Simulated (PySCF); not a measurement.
# SeO: from the state search to spectroscopic constants

Aim: find the lowest electronic state of SeO, scan its bond at several levels of theory, and get bond length, wavenumber and dissociation energy from each curve.

Method: Se pcseg-1, O pcseg-1, no relativity; program: PySCF 2.14.0.

### 1 Set-up

The job is set up so:

```
atoms                         : Se, O
charge                        : 0
basis                         : Se pcseg-1, O pcseg-1
Hamiltonian                   : no relativity
basis functions               : 41
electrons treated             : 42
masses in u                   : 79.9165, 15.9949
levels                        : PBE0, PBE, r²SCAN, r²SCANh, r²SCAN0, PW91, HSE06, HF, MP2, SCS-MP2, CCSD, CCSD(T)
grid                          : 80 radial by 434 angular points
occupations                   : held fixed by the projection of orbital angular momentum
dissociation limit            : Se + O, each in its ground configuration
starting distance in angstrom : 1.715
values of 2S to try           : 0, 2, 4
```

Command:

```
$ OMP_NUM_THREADS=1 python dia.py task.json out
```

After this run come: First curve: PBE0; Excited determinants; PBE; r²SCAN (meta-GGA); r²SCANh (hybrid meta-GGA); r²SCAN0 (hybrid meta-GGA); PW91; HSE06; UHF (mean field); Adding correlation.

**Question.** What will these runs give? Wanted: for each run, Re; ωe; De; μ.

As calculated:

Lowest PBE0 solution found, without spin–orbit coupling: ³Σ⁻ (triplet), unpaired electrons π ↑↑. State 2 has its PBE0 minimum 0.31 eV higher, as a spin-mixed determinant (⟨S²⟩ = 1.01), so this is no gap between pure states. State 3 has its PBE0 minimum 1.25 eV higher. The other levels ran on the lowest alone.

```csv
level,Re (Å),ωe (cm⁻¹),De (eV),μ (D)
UHF,1.623,1044,0.75,-2.63
UHF-CCSD,1.677,892,3.28,n/a
PBE,1.696,852,4.96,-2.14
PW91,1.695,853,4.99,-2.14
r²SCAN,1.678,889,4.45,-2.16
r²SCANh,1.669,912,4.18,-2.22
PBE0,1.665,925,4.14,-2.28
r²SCAN0,1.656,945,3.80,-2.30
HSE06,1.667,918,4.15,-2.28
```

De is counted to Se + O in their ground configurations. A positive dipole means Se(−)O(+). No constants: UHF-MP2 (the points don't follow one smooth fit); UHF-SCS-MP2 (the points don't follow one smooth fit); UHF-CCSD(T) (the points don't follow one smooth fit).

**Reading.** The methods spread over 0.073 Å in bond length, from UHF to PBE. Of the levels with a De here, UHF gives the least (0.75 eV) and PW91 the most (4.99 eV).

Correlated steps freeze 10 core orbitals. T1 is 0.015 near the minimum (highest on the curve 0.088), which may point to more than one leading configuration. At UHF the stretched side of the curve climbs above De, by a hump or because the determinant held fixed goes to a higher limit.
